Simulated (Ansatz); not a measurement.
Born–Oppenheimer molecular dynamics of a periodic cell of 40 atoms, NaLaMgWO$_{6}$ (host NaLaMgWO6, host structure P2_1/m). It goes on from the last frame of an earlier run, with new velocities.

Computed with DFT PBEsol, scalar-relativistic, plane waves, PAW (Ansatz 0.2.0). Settings: cutoff 420 eV, k mesh 1x1x1, fermi-dirac smearing 0.05 eV, no spin polarisation.

```yaml
ensemble: NVE (velocity Verlet)
time_step: 1 fs
steps_asked: 400
starting_velocities_drawn_for: 910 K
seed: 4406
```

Frames 2 fs apart, positions in Å, forces in eV/Å.

Velocities at 80 fs (Å/ps):

```
Na -3.56 -1.47 -2.32
Na -9.70 -2.45 -5.11
La 4.05 -1.93 -1.78
La -2.39 -2.88 5.77
Mg 6.46 7.77 -12.30
Mg 3.93 3.21 5.41
W 0.06 -0.46 -1.20
W 0.68 2.98 0.24
O 0.62 -5.72 -4.62
O -5.61 -8.15 0.13
O -6.57 -3.45 -1.37
O 9.42 2.17 -9.47
O 0.37 -7.11 -4.15
O -4.22 -2.84 -6.97
O -2.89 -10.91 -4.62
O 1.12 8.43 -7.65
O 6.32 0.07 -2.20
O -2.98 -4.70 4.02
O -2.48 2.84 3.80
O -4.86 8.27 -5.72
Na 0.12 2.11 0.81
Na 3.21 3.09 -0.26
La 0.06 -3.81 -2.46
La 1.94 2.73 -2.05
Mg -4.52 3.16 -5.19
Mg 7.15 1.00 -2.04
W -4.98 0.83 0.59
W 0.39 1.34 1.71
O -1.30 -3.53 4.52
O 6.39 -7.26 8.53
O 12.01 -1.07 3.31
O 0.84 -0.32 11.44
O -16.12 10.07 -0.01
O 3.32 -8.88 -0.92
O 0.69 0.83 7.89
O 9.57 -1.25 0.50
O 0.30 6.80 6.97
O 0.42 -4.38 12.28
O 10.07 6.93 -3.75
O -7.40 -4.34 8.48
```

```xyz
40
Lattice="-5.6663 -5.6616 0.0000 5.6663 -5.6616 0.0000 -0.0079 0.0000 8.0385" Properties=species:S:1:pos:R:3:forces:R:3 time_fs=80 energy_less_start_eV=0.425 T=826
Na -4.330 -7.385 7.983 0.09 0.44 -0.10
Na 4.567 -4.149 -0.141 -0.56 0.05 0.04
La 1.617 -1.449 4.285 -0.80 -0.83 -0.92
La -1.401 -10.118 4.312 -0.27 0.43 -1.37
Mg 1.405 -3.930 1.969 -0.38 -1.52 0.35
Mg -1.221 -7.131 6.080 -0.37 0.14 0.10
W 1.447 -4.414 6.166 -1.17 3.42 -2.21
W -1.399 -7.035 1.768 1.32 -3.65 1.32
O 0.939 -3.977 7.879 0.76 -1.30 0.21
O 1.762 -4.361 4.065 0.46 -0.16 0.22
O 2.911 -5.463 6.198 1.74 -0.66 0.98
O 2.772 -2.886 5.952 0.23 0.14 0.32
O -0.062 -5.551 2.126 0.16 -1.33 0.22
O -0.198 -8.383 2.578 0.67 -0.28 -0.27
O 0.067 -3.014 5.651 -0.02 -0.67 -0.48
O 0.485 -5.920 5.615 -2.02 0.26 1.34
O -2.867 -8.345 2.002 1.50 1.31 -1.05
O -2.572 -5.771 1.528 -3.15 3.24 -0.30
O -1.827 -6.839 3.770 0.48 1.21 2.05
O -0.841 -7.318 0.057 -0.21 -0.08 -0.45
Na 1.351 -6.527 8.435 -0.03 -0.57 -0.34
Na -1.759 -3.915 -0.123 0.28 -0.15 0.26
La 1.487 -7.138 3.953 -0.02 -0.72 -0.90
La -1.337 -4.317 3.691 -0.34 0.58 0.80
Mg 1.331 -10.098 1.831 0.29 0.68 0.80
Mg -1.313 -1.491 6.054 -0.39 -0.38 -0.67
W 1.507 -9.851 6.093 0.81 -1.07 1.91
W -1.439 -1.399 1.828 1.84 -1.46 -0.54
O 1.048 -9.691 7.971 1.08 -0.84 -1.52
O -3.931 -4.296 4.029 0.50 -0.72 0.41
O -2.712 -5.403 6.368 0.02 -0.32 -0.88
O 2.474 -8.312 5.979 1.60 0.17 0.57
O 0.026 -0.247 2.360 -0.47 0.23 -0.20
O -0.107 -2.800 2.471 -0.38 0.77 -0.16
O 0.089 -8.739 5.742 -3.32 1.08 -1.38
O 0.198 -11.441 5.832 0.20 0.71 -0.60
O -2.660 -2.821 1.869 -0.32 -0.57 0.52
O 2.971 -5.799 1.842 -1.17 1.70 0.09
O 3.750 -7.059 4.027 0.81 0.63 -0.49
O -1.240 -1.522 -0.044 0.56 0.11 2.35
40
Lattice="-5.6663 -5.6616 0.0000 5.6663 -5.6616 0.0000 -0.0079 0.0000 8.0385" Properties=species:S:1:pos:R:3:forces:R:3 time_fs=82 energy_less_start_eV=0.372 T=837
Na -4.337 -7.387 7.978 0.14 0.48 -0.11
Na 4.547 -4.154 -0.151 -0.47 0.10 0.09
La 1.625 -1.453 4.282 -0.71 -0.77 -0.91
La -1.406 -10.124 4.323 -0.37 0.42 -1.54
Mg 1.418 -3.916 1.944 -0.44 -1.67 0.50
Mg -1.214 -7.124 6.091 -0.49 0.26 0.01
W 1.447 -4.415 6.164 -1.20 3.38 -2.61
W -1.397 -7.030 1.768 1.51 -3.61 1.03
O 0.941 -3.990 7.870 0.72 -1.10 0.55
O 1.751 -4.377 4.066 0.61 -0.04 0.11
O 2.900 -5.471 6.197 2.04 -0.75 1.04
O 2.791 -2.881 5.933 0.03 -0.05 0.40
O -0.061 -5.566 2.118 0.20 -1.22 0.27
O -0.205 -8.389 2.564 0.78 -0.30 -0.12
O 0.061 -3.036 5.641 -0.02 -0.42 -0.39
O 0.485 -5.903 5.602 -2.12 -0.04 1.34
O -2.852 -8.343 1.996 1.32 1.20 -0.99
O -2.581 -5.777 1.536 -3.23 3.30 -0.27
O -1.831 -6.832 3.780 0.58 1.14 1.83
O -0.851 -7.302 0.045 -0.20 -0.11 -0.17
Na 1.351 -6.523 8.437 -0.03 -0.59 -0.34
Na -1.752 -3.909 -0.123 0.23 -0.19 0.23
La 1.487 -7.145 3.948 0.12 -0.60 -0.85
La -1.333 -4.312 3.687 -0.33 0.44 0.91
Mg 1.323 -10.091 1.821 0.28 0.61 0.93
Mg -1.299 -1.489 6.049 -0.48 -0.47 -0.54
W 1.497 -9.850 6.094 1.64 -1.36 2.07
W -1.438 -1.396 1.831 1.81 -1.40 -0.22
O 1.047 -9.700 7.978 0.94 -0.82 -1.63
O -3.918 -4.312 4.046 0.36 -0.58 0.31
O -2.688 -5.406 6.374 -0.40 -0.03 -0.91
O 2.477 -8.313 6.002 1.50 0.18 0.40
O -0.006 -0.227 2.359 -0.10 0.25 -0.15
O -0.101 -2.817 2.469 -0.36 1.01 -0.25
O 0.086 -8.736 5.756 -3.27 1.08 -1.44
O 0.218 -11.443 5.832 -0.02 0.59 -0.51
O -2.660 -2.808 1.884 -0.53 -0.87 0.56
O 2.970 -5.806 1.867 -1.40 1.85 -0.07
O 3.771 -7.044 4.019 0.63 0.52 -0.22
O -1.254 -1.530 -0.024 0.70 0.16 1.70
40
Lattice="-5.6663 -5.6616 0.0000 5.6663 -5.6616 0.0000 -0.0079 0.0000 8.0385" Properties=species:S:1:pos:R:3:forces:R:3 time_fs=84 energy_less_start_eV=0.244 T=862
Na -4.344 -7.389 7.973 0.19 0.53 -0.11
Na 4.526 -4.158 -0.161 -0.38 0.14 0.13
La 1.633 -1.457 4.278 -0.61 -0.69 -0.89
La -1.411 -10.129 4.334 -0.46 0.42 -1.70
Mg 1.430 -3.905 1.921 -0.45 -1.76 0.64
Mg -1.207 -7.117 6.102 -0.61 0.38 -0.11
W 1.447 -4.415 6.161 -1.10 3.18 -2.99
W -1.395 -7.025 1.769 1.38 -3.25 0.70
O 0.945 -4.005 7.863 0.66 -0.88 0.88
O 1.742 -4.394 4.067 0.75 0.08 0.00
O 2.894 -5.481 6.198 2.16 -0.74 1.07
O 2.810 -2.877 5.916 -0.19 -0.23 0.47
O -0.060 -5.585 2.111 0.23 -1.07 0.32
O -0.211 -8.395 2.550 0.85 -0.27 0.00
O 0.056 -3.060 5.631 -0.03 -0.15 -0.29
O 0.479 -5.886 5.591 -2.11 -0.30 1.32
O -2.835 -8.338 1.988 1.05 1.01 -0.92
O -2.599 -5.774 1.543 -2.92 2.99 -0.16
O -1.834 -6.822 3.794 0.68 1.05 1.55
O -0.862 -7.286 0.033 -0.19 -0.13 0.19
Na 1.351 -6.521 8.437 -0.02 -0.61 -0.34
Na -1.745 -3.903 -0.123 0.17 -0.25 0.19
La 1.487 -7.153 3.943 0.24 -0.45 -0.77
La -1.329 -4.306 3.683 -0.35 0.28 1.02
Mg 1.314 -10.083 1.813 0.29 0.53 1.05
Mg -1.286 -1.488 6.044 -0.58 -0.54 -0.41
W 1.487 -9.848 6.096 2.30 -1.44 2.15
W -1.437 -1.394 1.834 1.62 -1.20 0.22
O 1.048 -9.710 7.981 0.78 -0.79 -1.72
O -3.904 -4.329 4.065 0.21 -0.42 0.22
O -2.665 -5.408 6.377 -0.78 0.23 -0.91
O 2.485 -8.313 6.027 1.33 0.12 0.22
O -0.039 -0.206 2.359 0.27 0.30 -0.11
O -0.096 -2.831 2.467 -0.30 1.21 -0.35
O 0.076 -8.731 5.766 -2.97 0.94 -1.46
O 0.237 -11.443 5.832 -0.23 0.44 -0.42
O -2.661 -2.797 1.899 -0.71 -1.09 0.60
O 2.966 -5.808 1.891 -1.49 1.86 -0.24
O 3.794 -7.028 4.011 0.45 0.38 0.07
O -1.266 -1.539 0.000 0.84 0.19 0.92
40
Lattice="-5.6663 -5.6616 0.0000 5.6663 -5.6616 0.0000 -0.0079 0.0000 8.0385" Properties=species:S:1:pos:R:3:forces:R:3 time_fs=86 energy_less_start_eV=0.079 T=894
Na -4.350 -7.390 7.968 0.24 0.57 -0.11
Na 4.505 -4.163 -0.171 -0.29 0.18 0.16
La 1.641 -1.461 4.274 -0.49 -0.57 -0.88
La -1.416 -10.135 4.344 -0.52 0.41 -1.83
Mg 1.441 -3.896 1.899 -0.40 -1.81 0.78
Mg -1.201 -7.110 6.113 -0.73 0.49 -0.28
W 1.446 -4.414 6.157 -0.89 2.82 -3.32
W -1.393 -7.021 1.770 1.00 -2.65 0.36
O 0.951 -4.023 7.857 0.60 -0.66 1.16
O 1.735 -4.410 4.067 0.85 0.20 -0.09
O 2.893 -5.492 6.201 2.08 -0.62 1.07
O 2.829 -2.873 5.899 -0.44 -0.40 0.53
O -0.058 -5.606 2.104 0.26 -0.89 0.38
O -0.215 -8.403 2.535 0.88 -0.19 0.07
O 0.050 -3.083 5.619 -0.03 0.13 -0.16
O 0.469 -5.870 5.584 -2.00 -0.49 1.30
O -2.815 -8.331 1.978 0.71 0.77 -0.83
O -2.624 -5.764 1.549 -2.30 2.40 -0.01
O -1.835 -6.810 3.813 0.76 0.94 1.22
O -0.873 -7.270 0.021 -0.18 -0.14 0.58
Na 1.351 -6.519 8.437 0.00 -0.62 -0.35
Na -1.738 -3.898 -0.123 0.11 -0.31 0.17
La 1.488 -7.161 3.937 0.33 -0.29 -0.68
La -1.326 -4.300 3.680 -0.41 0.10 1.13
Mg 1.306 -10.074 1.806 0.32 0.44 1.13
Mg -1.274 -1.488 6.038 -0.68 -0.59 -0.30
W 1.478 -9.848 6.098 2.79 -1.33 2.16
W -1.435 -1.392 1.838 1.27 -0.90 0.78
O 1.050 -9.722 7.980 0.60 -0.73 -1.74
O -3.889 -4.346 4.084 0.06 -0.24 0.12
O -2.644 -5.410 6.378 -1.10 0.44 -0.89
O 2.495 -8.312 6.052 1.09 0.01 0.04
O -0.071 -0.184 2.358 0.62 0.35 -0.09
O -0.091 -2.842 2.463 -0.21 1.36 -0.46
O 0.058 -8.723 5.773 -2.46 0.68 -1.44
O 0.256 -11.442 5.830 -0.43 0.26 -0.32
O -2.664 -2.789 1.917 -0.85 -1.22 0.63
O 2.959 -5.806 1.915 -1.45 1.70 -0.42
O 3.818 -7.011 4.003 0.29 0.23 0.36
O -1.276 -1.546 0.025 0.99 0.20 0.06
40
Lattice="-5.6663 -5.6616 0.0000 5.6663 -5.6616 0.0000 -0.0079 0.0000 8.0385" Properties=species:S:1:pos:R:3:forces:R:3 time_fs=88 energy_less_start_eV=-0.067 T=923
Na -4.356 -7.390 7.963 0.30 0.62 -0.11
Na 4.483 -4.167 -0.180 -0.22 0.21 0.19
La 1.648 -1.466 4.269 -0.36 -0.42 -0.86
La -1.421 -10.140 4.354 -0.55 0.41 -1.95
Mg 1.452 -3.890 1.877 -0.31 -1.83 0.90
Mg -1.196 -7.101 6.123 -0.83 0.58 -0.46
W 1.446 -4.412 6.152 -0.61 2.33 -3.58
W -1.391 -7.017 1.771 0.50 -1.97 0.05
O 0.958 -4.042 7.854 0.54 -0.44 1.34
O 1.729 -4.426 4.068 0.92 0.30 -0.14
O 2.897 -5.505 6.207 1.82 -0.40 1.03
O 2.846 -2.870 5.884 -0.71 -0.56 0.60
O -0.056 -5.630 2.099 0.29 -0.66 0.45
O -0.216 -8.411 2.521 0.88 -0.09 0.12
O 0.044 -3.107 5.607 -0.02 0.39 -0.03
O 0.454 -5.855 5.580 -1.78 -0.60 1.27
O -2.793 -8.322 1.965 0.31 0.47 -0.73
O -2.654 -5.749 1.556 -1.51 1.67 0.16
O -1.835 -6.795 3.834 0.81 0.81 0.87
O -0.884 -7.254 0.011 -0.17 -0.15 0.97
Na 1.351 -6.518 8.437 0.02 -0.63 -0.36
Na -1.731 -3.893 -0.122 0.05 -0.37 0.14
La 1.488 -7.169 3.932 0.40 -0.13 -0.57
La -1.322 -4.295 3.677 -0.50 -0.10 1.22
Mg 1.299 -10.065 1.801 0.35 0.35 1.18
Mg -1.263 -1.489 6.031 -0.79 -0.62 -0.22
W 1.470 -9.847 6.101 3.15 -1.09 2.09
W -1.433 -1.390 1.841 0.82 -0.52 1.45
O 1.055 -9.735 7.975 0.42 -0.67 -1.68
O -3.874 -4.365 4.103 -0.08 -0.06 0.02
O -2.626 -5.411 6.377 -1.37 0.60 -0.84
O 2.508 -8.312 6.077 0.81 -0.13 -0.13
O -0.102 -0.161 2.357 0.91 0.38 -0.10
O -0.087 -2.850 2.459 -0.10 1.47 -0.56
O 0.035 -8.713 5.777 -1.81 0.33 -1.38
O 0.274 -11.441 5.827 -0.62 0.08 -0.22
O -2.669 -2.784 1.936 -0.91 -1.23 0.66
O 2.948 -5.799 1.938 -1.29 1.41 -0.60
O 3.842 -6.994 3.995 0.14 0.06 0.63
O -1.284 -1.554 0.051 1.11 0.18 -0.80
```

Of the whole run (400 fs, mean temperature of the second half 861 K): The conserved energy stayed within 0.069 meV per atom of its start (net change 0.018 meV per atom), so the integration is sound. A run of 0.4 ps of so small a system gives no equilibrium averages. Limits of this set-up: coarse k mesh.

Run time: 17 min on 2 threads of AMD EPYC 7B13 (Zen 3) (shared host), peak memory 0.78 GiB.
